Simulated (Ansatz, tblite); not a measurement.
# C10H17BO2: spin-state energies by level

Aim: set other spin states of C10H17BO2 against its singlet, on many levels of theory.

The runs use Ansatz 0.2.0, Gaussian basis; as each input shows.

The runs, in order: triplet, at the geometry of the singlet (GFN1-xTB, GFN2-xTB, PBE0-D4/def2-SVP, PBE-D4/def2-SVP); the singlet's energies come from earlier runs.

4 further runs of the same task are left out: 4 that didn't finish.

## (1) The geometry

The singlet was relaxed beforehand with PBE-D4/def2-SVP.

SMILES `OB(O)C12CC3CC(CC(C3)C1)C2`, 30 atoms, charge 0, spin multiplicity 1.

Bond lengths: O1–B2 1.379 Å, O1–H14 0.973 Å, B2–O3 1.377 Å, B2–C4 1.588 Å, O3–H15 0.974 Å, C4–C5 1.554 Å, C4–C12 1.557 Å, C4–C13 1.548 Å, C5–C6 1.541 Å, C5–H16 1.111 Å, C5–H17 1.113 Å, C6–C7 1.541 Å, C6–C11 1.541 Å, C6–H18 1.112 Å, C7–C8 1.541 Å, C7–H19 1.112 Å, C7–H20 1.112 Å, C8–C9 1.541 Å and more. Angles: B2–O1–H14 114.7°, O1–B2–O3 123.5°, O1–B2–C4 117.5°, O3–B2–C4 119.0°, B2–O3–H15 114.5°, B2–C4–C5 110.3°, B2–C4–C12 108.7°, B2–C4–C13 112.8°, C5–C4–C12 108.0°, C5–C4–C13 108.6°, C12–C4–C13 108.4°, C4–C5–C6 110.6°, C4–C5–H16 109.8°, C4–C5–H17 109.8°, C6–C5–H16 110.2°, C6–C5–H17 109.7°, H16–C5–H17 106.7°, C5–C6–C7 109.5° and more.

## (2) Triplet at the fixed geometry, GFN1-xTB

Tight binding, by tblite at 300 K electronic temperature and without a spin-polarisation term:

```python
tblite.interface.Calculator('GFN1-xTB', numbers, positions, charge=0, uhf=2).singlepoint()
```

Energy -1116.4781 eV; 0.12 s.

## (3) Triplet at the fixed geometry, GFN2-xTB

Tight binding, by tblite at 300 K electronic temperature and without a spin-polarisation term:

```python
tblite.interface.Calculator('GFN2-xTB', numbers, positions, charge=0, uhf=2).singlepoint()
```

Energy -1070.3996 eV; 0.074 s.

## (4) Triplet at the fixed geometry, PBE0-D4/def2-SVP

in.yaml reads:

```yaml
crystal:
  periodic: [false, false, false]
  atoms:
    - {symbol: O, position_ang: [3.081473, 0.653464, 1.311591]}
    - {symbol: B, position_ang: [2.509164, 0.549542, 0.061584]}
    - {symbol: O, position_ang: [3.202954, 0.752020, -1.110800]}
    - {symbol: C, position_ang: [0.964003, 0.192657, -0.011045]}
    - {symbol: C, position_ang: [0.669310, -1.092375, 0.811733]}
    - {symbol: C, position_ang: [-0.838269, -1.412453, 0.795852]}
    - {symbol: C, position_ang: [-1.303821, -1.624698, -0.657966]}
    - {symbol: C, position_ang: [-1.040616, -0.345416, -1.476528]}
    - {symbol: C, position_ang: [-1.821137, 0.829037, -0.854078]}
    - {symbol: C, position_ang: [-1.356825, 1.044904, 0.599476]}
    - {symbol: C, position_ang: [-1.616902, -0.235904, 1.416573]}
    - {symbol: C, position_ang: [0.151254, 1.363342, 0.615298]}
    - {symbol: C, position_ang: [0.466945, -0.025753, -1.460809]}
    - {symbol: H, position_ang: [4.026048, 0.888743, 1.308965]}
    - {symbol: H, position_ang: [4.141526, 0.980783, -0.989715]}
    - {symbol: H, position_ang: [1.022925, -0.959677, 1.856210]}
    - {symbol: H, position_ang: [1.239105, -1.949409, 0.388355]}
    - {symbol: H, position_ang: [-1.025212, -2.335546, 1.386597]}
    - {symbol: H, position_ang: [-2.386294, -1.878877, -0.680292]}
    - {symbol: H, position_ang: [-0.762052, -2.484130, -1.110026]}
    - {symbol: H, position_ang: [-1.375058, -0.499512, -2.525434]}
    - {symbol: H, position_ang: [-1.655525, 1.754014, -1.448558]}
    - {symbol: H, position_ang: [-2.913300, 0.620868, -0.879796]}
    - {symbol: H, position_ang: [-1.916760, 1.893884, 1.048707]}
    - {symbol: H, position_ang: [-1.302154, -0.085177, 2.472207]}
    - {symbol: H, position_ang: [-2.705226, -0.463875, 1.433759]}
    - {symbol: H, position_ang: [0.493306, 1.543425, 1.656930]}
    - {symbol: H, position_ang: [0.342289, 2.301080, 0.047277]}
    - {symbol: H, position_ang: [0.672247, 0.879390, -2.071502]}
    - {symbol: H, position_ang: [1.036562, -0.854342, -1.934566]}
basis:
  gaussian: {orbitals: def2-SVP}
magnetization: {spin_polarized: true, initial_magnetization: 2}
hamiltonian: {xc: pbe0, dispersion: d4}
scf: {omitted_lower_state_checks: [starts]}
output: {orbitals: {seedname: orbitals}}
```

Command:

```console
$ ansatz run in.yaml --threads 4 --pin off --events-out ev --progress --plain --max-ram 6963MiB
```

What it wrote:

```text
Functional definition: PBE0
  name "PBE0"
  cite "Adamo & Barone, J. Chem. Phys. 110, 6158 (1999) doi:10.1063/1.478522"
  cite "Perdew, Burke & Ernzerhof, Phys. Rev. Lett. 77, 3865 (1996) doi:10.1103/PhysRevLett.77.3865"
  parent pbe
  parameter a = 0.25
  parameter kappa = 0.804
  parameter beta = 0.06672455060314922
  exchange = (1 - a)*pbe_x(kappa = kappa, mu = beta*pi^2/3) + a*exact_x
  correlation = pbe_c(beta = beta)
these checks for a lower state are left out or cut short: starts
3006 factors; their error is unknown
mean field evaluation 1: about -15369.2395 eV, gradient 6.0e1 eV
mean field evaluation 2: about -15348.8745 eV, gradient 9.0e1 eV
mean field evaluation 4: about -15385.3854 eV, gradient 9.5e0 eV
mean field evaluation 8: about -15385.8927 eV, gradient 4.5e-1 eV
mean field evaluation 16: about -15385.8471 eV, gradient 2.6e-2 eV
mean field evaluation 32: about -15385.8473 eV, gradient 4.0e-5 eV
mean field -15385.84730676 eV, -565.4194596217 hartree, gradient 2.3e-6 eV, S^2 2.004662; 0 other end points of the search recorded, 0 dependent functions left out
reference -15385.84734364 eV, -565.4194609768 hartree; 50, 48 occupied and 217, 219 virtual orbitals, 3006 factors
Total energy: -15386.72784135 eV, -565.4518186708 hartree
Checks for a lower state left out: starts
```

Run time: 78 s. Hardware: 4 threads of Intel Xeon at 2.50GHz, shared host; peak memory 2 GiB.

HOMO -0.13 eV, LUMO -5.48 eV (over both spins; with the spin held, an empty level of the minority spin lies below the top filled one); ⟨S²⟩ 2.005 (pure: 2.00).

## (5) Triplet at the fixed geometry, PBE-D4/def2-SVP

start.molden holds the orbitals of an earlier run on this state, given as this run's starting guess.

in.yaml, as its differences from that of step 4:

```diff
@@ -34,5 +34,5 @@
 basis:
-  gaussian: {orbitals: def2-SVP}
+  gaussian: {orbitals: def2-SVP, initial_orbitals: start.molden}
 magnetization: {spin_polarized: true, initial_magnetization: 2}
-hamiltonian: {xc: pbe0, dispersion: d4}
+hamiltonian: {xc: pbe, dispersion: d4}
 scf: {omitted_lower_state_checks: [starts]}
```

Launched as before.

What it wrote:

```text
Functional definition: PBE
  name "PBE"
  cite "Perdew, Burke & Ernzerhof, Phys. Rev. Lett. 77, 3865 (1996) doi:10.1103/PhysRevLett.77.3865"
  parent pbe
  parameter kappa = 0.804
  parameter beta = 0.06672455060314922
  exchange = pbe_x(kappa = kappa, mu = beta*pi^2/3)
  correlation = pbe_c(beta = beta)
these checks for a lower state are left out or cut short: starts
3006 factors; their error is unknown
mean field evaluation 1: about -15383.9174 eV, gradient 6.9e0 eV
mean field evaluation 2: about -15384.1859 eV, gradient 4.6e-1 eV
mean field evaluation 4: about -15384.1539 eV, gradient 2.3e0 eV
mean field evaluation 8: about -15384.2536 eV, gradient 6.6e-2 eV
mean field evaluation 16: about -15384.2539 eV, gradient 1.3e-4 eV
mean field -15384.25392315 eV, -565.3609038540 hartree, gradient 1.4e-6 eV, S^2 2.001500; 0 other end points of the search recorded, 0 dependent functions left out
reference -15384.25398512 eV, -565.3609061312 hartree; 50, 48 occupied and 217, 219 virtual orbitals, 3006 factors
Total energy: -15385.28197298 eV, -565.3986839884 hartree
Checks for a lower state left out: starts
```

Wall time 60 s (4 threads of Intel Xeon at 2.50GHz, shared host); peak memory 1.6 GiB.

Report: HOMO -0.16 eV, LUMO -6.85 eV (over both spins; with the spin held, an empty level of the minority spin lies below the top filled one); ⟨S²⟩ 2.001 (pure: 2.00).

## (6) Triplet less singlet, vertical

The singlet's energies are those of its earlier runs, whose logs aren't repeated here.

```
           level  triplet less singlet, vertical (kcal/mol)    time
        GFN1-xTB                                     +167.1  0.21 s
        GFN2-xTB                                     +159.8  0.14 s
 PBE-D4/def2-SVP                                     +148.3    70 s
PBE0-D4/def2-SVP                                     +164.8    95 s
```

Times add the two runs; a level without a time comes out of a correlated run. Tight binding without a spin term can't rank spin states.

## (7) Outcome

| quantity | value |
| --- | --- |
| triplet less singlet, vertical, functionals in def2-SVP | +148.3 (PBE-D4) to +164.8 kcal/mol (PBE0-D4) |

In words: All functionals put the triplet above the singlet, over a spread of 16.5 kcal/mol. The checks for a lower triplet were left out, so another state of that spin may lie lower. These are electronic energies, without zero-point motion, entropy or surroundings.
